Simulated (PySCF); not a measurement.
# C₄H₇NSSi: runs on many settings, part 2 of 2

PySCF 2.14.0. Atoms count from 0.

### 4 Ultraviolet spectrum: BLYP/def2-SVP

Job settings and geometry (Å):

```
{"job": {"kind": "uv", "xc": "BLYP", "basis": "def2-SVP", "nstates": 25, "ntriplets": 5, "tda": false, "scf": {"aux": "def2-universal-jkfit", "conv": 1e-08}}, "charge": 0, "multiplicity": 1}
Si    -1.931326    -0.078044     0.724790
C     -0.685408    -0.627687    -0.620156
C      0.645633    -0.017461    -0.380672
C      1.630878    -0.542750     0.490662
N      2.731820     0.146018     0.611954
S      2.680058     1.492164    -0.307660
C      1.110382     1.154760    -0.911064
H     -2.047512     1.379608     0.678347
H     -3.219428    -0.707023     0.433363
H     -1.435833    -0.503450     2.033062
H     -0.591825    -1.714045    -0.609928
H     -1.054130    -0.337744    -1.604461
H      1.533045    -1.461007     1.044552
H      0.632969     1.816189    -1.604958
```

With the program's defaults for keys left out, this is: TDDFT BLYP/def2-SVP, vertical, gas phase, core orbitals frozen in the response.

Standard output:

```text
final grid: 117104 points
cycle   1  E = -898.4866660324  dE =  8.578e-01  |g| = 5.425e-01  |ddm| = 4.299e+00
cycle   2  E = -898.2678535285  dE =  2.188e-01  |g| = 1.032e+00  |ddm| = 1.949e+00
cycle   3  E = -898.5553659093  dE = -2.875e-01  |g| = 2.193e-01  |ddm| = 1.531e+00
cycle   4  E = -898.5668323770  dE = -1.147e-02  |g| = 1.013e-01  |ddm| = 3.638e-01
cycle   5  E = -898.5693044158  dE = -2.472e-03  |g| = 3.893e-02  |ddm| = 1.571e-01
cycle   6  E = -898.5696741096  dE = -3.697e-04  |g| = 1.881e-02  |ddm| = 6.439e-02
cycle   7  E = -898.5697541856  dE = -8.008e-05  |g| = 4.820e-03  |ddm| = 1.901e-02
cycle   8  E = -898.5697598957  dE = -5.710e-06  |g| = 7.733e-04  |ddm| = 5.238e-03
cycle   9  E = -898.5697600559  dE = -1.602e-07  |g| = 2.423e-04  |ddm| = 1.297e-03
cycle  10  E = -898.5697600709  dE = -1.500e-08  |g| = 5.597e-05  |ddm| = 3.378e-04
cycle  11  E = -898.5697600712  dE = -3.065e-10  |g| = 4.926e-05  |ddm| = 1.216e-04
converged SCF energy = -898.5697600712

Static polarisability (au): isotropic 83.913, principal 59.451 81.533 110.754

Singlet excitations
state   eV       nm        f      main configurations
  1   5.1805    239.3   0.00424   H-1->L 0.95
  2   5.2459    236.3   0.09776   H->L 0.89
  3   5.9060    209.9   0.00568   H->L+1 0.96
  4   6.0441    205.1   0.02784   H-2->L 0.74, H-1->L+1 0.10
  5   6.2118    199.6   0.01535   H->L+2 0.72, H->L+3 0.25
  6   6.4076    193.5   0.00034   H-1->L+1 0.56, H-2->L+1 0.26, H-1->L+2 0.09
  7   6.4482    192.3   0.00363   H-2->L+1 0.68, H-1->L+1 0.18
  8   6.6758    185.7   0.02629   H-1->L+2 0.67, H->L+3 0.18
  9   6.7393    184.0   0.01557   H-2->L+2 0.66, H-2->L+3 0.19, H->L+3 0.08
 10   6.8222    181.7   0.14742   H->L+3 0.30, H-1->L+2 0.19, H->L+2 0.10
 11   6.8856    180.1   0.01450   H-1->L+3 0.79
 12   6.9014    179.7   0.00842   H-3->L 0.52, H-4->L 0.37
 13   6.9657    178.0   0.00390   H-5->L 0.53, H->L+4 0.24, H-4->L 0.14
 14   6.9886    177.4   0.00436   H->L+4 0.74, H-5->L 0.12, H-4->L 0.10
 15   7.1130    174.3   0.03392   H-3->L 0.33, H-4->L 0.27, H-5->L 0.23
 16   7.1761    172.8   0.01266   H->L+5 0.87
 17   7.3430    168.8   0.12346   H-2->L+3 0.47, H-2->L+2 0.17
 18   7.4445    166.5   0.00099   H-1->L+4 0.99
 19   7.4940    165.4   0.00057   H-2->L+4 0.98
 20   7.5365    164.5   0.01013   H-6->L 0.83
 21   7.6329    162.4   0.00295   H-1->L+5 0.83
 22   7.6544    162.0   0.01444   H->L+6 0.59, H-2->L+5 0.35
 23   7.6951    161.1   0.04741   H-2->L+5 0.53, H->L+6 0.30
 24   7.9705    155.6   0.00311   H->L+7 0.94
 25   8.0311    154.4   0.02961   H->L+8 0.96

Triplet excitations (Tamm-Dancoff, eV): 3.9624 4.3231 4.5544 5.6180 5.7377
```

Run time: 28 s. Hardware: 1 thread of Arm Neoverse V1, shared host; peak memory 0.5 GiB.

Key values: HOMO -5.76 eV, LUMO -1.35 eV; lowest singlet 5.18 eV.

### 5 Shielding tensors: BLYP/pcSseg-0

Settings changed since step 4:

```diff
@@ -1,4 +1,4 @@
-{"job": {"kind": "uv", "xc": "BLYP", "basis": "def2-SVP", "nstates": 25, "ntriplets": 5, "tda": false, "scf": {"aux": "def2-universal-jkfit", "conv": 1e-08}}, "charge": 0, "multiplicity": 1}
+{"job": {"kind": "nmr", "xc": "BLYP", "basis": "pcSseg-0", "pop": true, "scf": {"max_cycle": 95}}, "charge": 0, "multiplicity": 1}
 Si    -1.931326    -0.078044     0.724790
-C     -0.685408    -0.627687    -0.620156
+C     -1.308367    -0.352866     0.052317
 C      0.645633    -0.017461    -0.380672
```

Level: GIAO BLYP/pcSseg-0 NMR shielding, non-relativistic, gas phase.

Standard output:

```text
final grid: 117104 points
cycle   1  E = -895.1727835914  dE =  3.573e+00  |g| = 1.496e+00  |ddm| = 4.933e+00
cycle   2  E = -890.0018177665  dE =  5.171e+00  |g| = 2.918e+00  |ddm| = 6.126e+00
cycle   3  E = -895.2643645399  dE = -5.263e+00  |g| = 1.277e+00  |ddm| = 5.985e+00
cycle   4  E = -895.6744480781  dE = -4.101e-01  |g| = 7.877e-01  |ddm| = 2.468e+00
cycle   5  E = -895.6628335018  dE =  1.161e-02  |g| = 8.650e-01  |ddm| = 1.671e+00
cycle   6  E = -895.8233098201  dE = -1.605e-01  |g| = 3.341e-01  |ddm| = 1.275e+00
cycle   7  E = -895.8416028022  dE = -1.829e-02  |g| = 2.135e-01  |ddm| = 7.063e-01
cycle   8  E = -895.8559359819  dE = -1.433e-02  |g| = 1.010e-01  |ddm| = 3.424e-01
cycle   9  E = -895.8548867105  dE =  1.049e-03  |g| = 1.007e-01  |ddm| = 2.060e-01
cycle  10  E = -895.8583551652  dE = -3.468e-03  |g| = 3.434e-02  |ddm| = 1.404e-01
cycle  11  E = -895.8586736853  dE = -3.185e-04  |g| = 1.856e-02  |ddm| = 8.047e-02
cycle  12  E = -895.8587883654  dE = -1.147e-04  |g| = 4.526e-03  |ddm| = 3.088e-02
cycle  13  E = -895.8587951154  dE = -6.750e-06  |g| = 1.018e-03  |ddm| = 1.136e-02
cycle  14  E = -895.8587955584  dE = -4.430e-07  |g| = 6.110e-04  |ddm| = 3.190e-03
cycle  15  E = -895.8587955407  dE =  1.773e-08  |g| = 7.604e-04  |ddm| = 1.433e-03
cycle  16  E = -895.8587956708  dE = -1.301e-07  |g| = 2.226e-04  |ddm| = 1.155e-03
cycle  17  E = -895.8587956881  dE = -1.730e-08  |g| = 3.937e-05  |ddm| = 4.320e-04
cycle  18  E = -895.8587956888  dE = -7.483e-10  |g| = 9.475e-06  |ddm| = 1.155e-04
converged SCF energy = -895.8587956888

GIAO shielding tensors (ppm)
atom      isotropic    diamagn.    paramagn.     s11        s22        s33       span
  0 Si     459.661     914.461    -454.800    360.560    374.719    643.705    283.146
  1 C      168.044     275.705    -107.661    145.765    154.178    204.191     58.427
  2 C       10.846     247.995    -237.148    -36.720     15.728     53.530     90.250
  3 C       27.477     252.357    -224.881    -48.595     18.849    112.176    160.770
  4 N     -110.161     333.692    -443.853   -437.229   -129.433    236.180    673.408
  5 S      112.338    1053.167    -940.828    -61.340    114.804    283.551    344.891
  6 C       30.223     263.144    -232.921    -68.479     15.805    143.343    211.822
  7 H       26.164      26.748      -0.584     20.887     23.392     34.213     13.326
  8 H       25.654      31.343      -5.690     20.835     21.952     34.175     13.340
  9 H       26.128      26.595      -0.467     20.662     23.549     34.172     13.510
 10 H       22.301      22.212       0.089     18.156     22.144     26.604      8.448
 11 H       22.105      22.356      -0.251     17.372     22.172     26.771      9.400
 12 H       24.955      29.099      -4.144     22.236     25.299     27.331      5.095
 13 H       25.281      31.205      -5.924     22.924     25.445     27.473      4.550
```

Run time: 16 s. Hardware: 1 thread of Arm Neoverse V1, shared host; peak memory 0.46 GiB.

It converged, yet the result is unsound: one atom of the first bond was moved so that the bond is 0.5 times as long. Its HOMO lies at -6.15 eV, against -7.15 eV in step 2 (PBE0/pcSseg-1), a different level, so the two don't compare directly.

### 6 Shielding tensors: X3LYP/pcSseg-1

Settings changed since step 5:

```diff
@@ -1,4 +1,4 @@
-{"job": {"kind": "nmr", "xc": "BLYP", "basis": "pcSseg-0", "pop": true, "scf": {"max_cycle": 95}}, "charge": 0, "multiplicity": 1}
+{"job": {"kind": "nmr", "xc": "X3LYP", "basis": "pcSseg-1", "pop": true}, "charge": 0, "multiplicity": 1}
 Si    -1.931326    -0.078044     0.724790
-C     -1.308367    -0.352866     0.052317
+C     -0.685408    -0.627687    -0.620156
 C      0.645633    -0.017461    -0.380672
```

With the program's defaults for keys left out, this is: GIAO X3LYP/pcSseg-1 NMR shielding, non-relativistic, gas phase.

Standard output:

```text
coarse grid: 13000 points
cycle   1  E = -898.7578854744  dE =  1.051e+00  |g| = 3.992e-01  |ddm| = 3.695e+00
cycle   2  E = -898.7195946508  dE =  3.829e-02  |g| = 5.588e-01  |ddm| = 1.042e+00
cycle   3  E = -898.7950932594  dE = -7.550e-02  |g| = 1.201e-01  |ddm| = 6.775e-01
cycle   4  E = -898.7980591922  dE = -2.966e-03  |g| = 5.168e-02  |ddm| = 1.513e-01
cycle   5  E = -898.7987071380  dE = -6.479e-04  |g| = 1.507e-02  |ddm| = 6.837e-02
cycle   6  E = -898.7987572078  dE = -5.007e-05  |g| = 7.470e-03  |ddm| = 2.354e-02
cycle   7  E = -898.7987698350  dE = -1.263e-05  |g| = 1.733e-03  |ddm| = 7.017e-03
cycle   8  E = -898.7987705190  dE = -6.840e-07  |g| = 3.329e-04  |ddm| = 1.674e-03
final grid: 117104 points
cycle   9  E = -898.8476113535  dE = -2.352e-05  |g| = 4.646e-03  |ddm| = 2.485e-02
cycle  10  E = -898.8476063493  dE =  5.004e-06  |g| = 6.281e-03  |ddm| = 1.108e-02
cycle  11  E = -898.8476165961  dE = -1.025e-05  |g| = 1.175e-03  |ddm| = 7.367e-03
cycle  12  E = -898.8476169647  dE = -3.686e-07  |g| = 2.690e-04  |ddm| = 1.547e-03
cycle  13  E = -898.8476169802  dE = -1.545e-08  |g| = 1.003e-04  |ddm| = 2.846e-04
cycle  14  E = -898.8476169821  dE = -1.982e-09  |g| = 2.959e-05  |ddm| = 9.636e-05
cycle  15  E = -898.8476169823  dE = -1.482e-10  |g| = 1.495e-05  |ddm| = 3.974e-05
converged SCF energy = -898.8476169823

GIAO shielding tensors (ppm)
atom      isotropic    diamagn.    paramagn.     s11        s22        s33       span
  0 Si     401.399     879.299    -477.900    362.614    388.902    452.681     90.067
  1 C      169.839     248.744     -78.905    156.274    163.520    189.723     33.449
  2 C       39.965     258.848    -218.883    -35.000     16.565    138.329    173.328
  3 C       20.699     250.385    -229.686    -61.298     19.696    103.700    164.998
  4 N      -93.608     329.684    -423.292   -359.100   -145.495    223.771    582.872
  5 S       82.840    1057.623    -974.783   -111.075    177.040    182.556    293.630
  6 C       29.911     254.905    -224.994    -65.530     25.551    129.712    195.241
  7 H       28.135      29.721      -1.586     24.489     27.395     32.521      8.033
  8 H       27.704      28.873      -1.169     24.738     24.830     33.545      8.807
  9 H       28.028      29.647      -1.619     24.340     27.239     32.506      8.166
 10 H       29.364      30.566      -1.202     24.787     28.152     35.153     10.366
 11 H       29.304      30.756      -1.453     24.156     28.885     34.870     10.713
 12 H       23.587      31.617      -8.030     20.363     23.633     26.766      6.403
 13 H       23.924      32.917      -8.994     21.723     23.061     26.987      5.265
```

Run time: 21 s. Hardware: 1 thread of Arm Neoverse V1, shared host; peak memory 0.78 GiB.

Key values: δ C3 161.5, C6 152.3, C2 142.2, C1 12.3, H12 8.22, H13 7.89 ppm.

### 7 Run by run: NMR shifts

Shifts (ppm) of some atoms, chosen among heavy atoms and hydrogens apart, with basis size and wall time:

```csv
run,C6,C2,C1,H12,H13,Si0,N4,functions,time
PBE0/pcSseg-1,151.1,140.4,11.5,8.32,8.00,-63.2,351.9,168,28 s
X3LYP/pcSseg-1,152.3,142.2,12.3,8.22,7.89,-66.1,360.3,168,21 s
```

### 8 Side by side: electronic excitations

Excitations and ground-state properties, with basis size and wall time:

```csv
run,lowest singlet (eV),brightest (eV),f,gap (eV),α (Å³),μ (D),functions,time
PBE0/def2-SVPD,5.39,5.39,0.133,6.17,14.30,2.71,207,37 s
BLYP/def2-SVP,5.18,6.82,0.147,4.41,12.43,2.33,141,28 s
```

### 9 Outcome

This closing draws on all 2 parts.

| quantity | value |
| --- | --- |
| 13C shifts against TMS (PBE0/pcSseg-1) | 160.9, 151.1, 140.4, 11.5 ppm |
| 1H shifts against TMS (PBE0/pcSseg-1, means over atoms taken as alike) | 8.32, 8.00, 3.94, 2.52 ppm |
| 29Si shifts against TMS (PBE0/pcSseg-1) | -63.2 ppm |
| 15N shifts against NH3 (PBE0/pcSseg-1) | 351.9 ppm |
| 33S shifts against CS2 (PBE0/pcSseg-1) | 395 ppm |
| surface potential, 1st and 99th percentile | -1.67 V and 1.26 V |
| lowest singlet (PBE0/def2-SVPD) | 5.39 eV (230 nm), f = 0.133 |
| lowest triplet | 3.93 eV |
| range of the shift of N4 | 351.9 to 360.3 ppm |
| range of the lowest singlet | 5.18 to 5.39 eV |
| property runs in this session | 5, of which 0 failed and 1 gave unsound results |

Single values in the summary come from the first run of each kind that ended normally (PBE0/pcSseg-1; PBE0/def2-SVPD), which need not be the best level. At PBE0/pcSseg-1: The largest span, 576 ppm, is at N4, where the paramagnetic term is -413 ppm. NICS(1)zz of -29 ppm above the planar ring from C2 marks a diatropic (aromatic) ring current. At PBE0/pcSseg-1, counted by nearest atom on the grid, the HOMO lies on S5 28 %; C2 24 %, the LUMO on N4 23 %; C6 22 %. The lowest singlet, at 5.39 eV, is HOMO→LUMO 0.93 and is bright. The lowest triplet lies 1.47 eV below the lowest singlet (triplets in Tamm-Dancoff, singlets in full TDDFT). Among the atoms with a shift in every run: In ppm, N4 moves most: its shift spreads over 8.5 ppm, from 351.9 (PBE0/pcSseg-1) to 360.3 (X3LYP/pcSseg-1). The lowest singlet runs from 5.18 eV (BLYP/def2-SVP) to 5.39 eV (PBE0/def2-SVPD), while the orbital gap spans 4.41 to 6.17 eV. The lowest state need not be the same one in every run. The runs solved for a few states only, so the brightest column depends on that window.
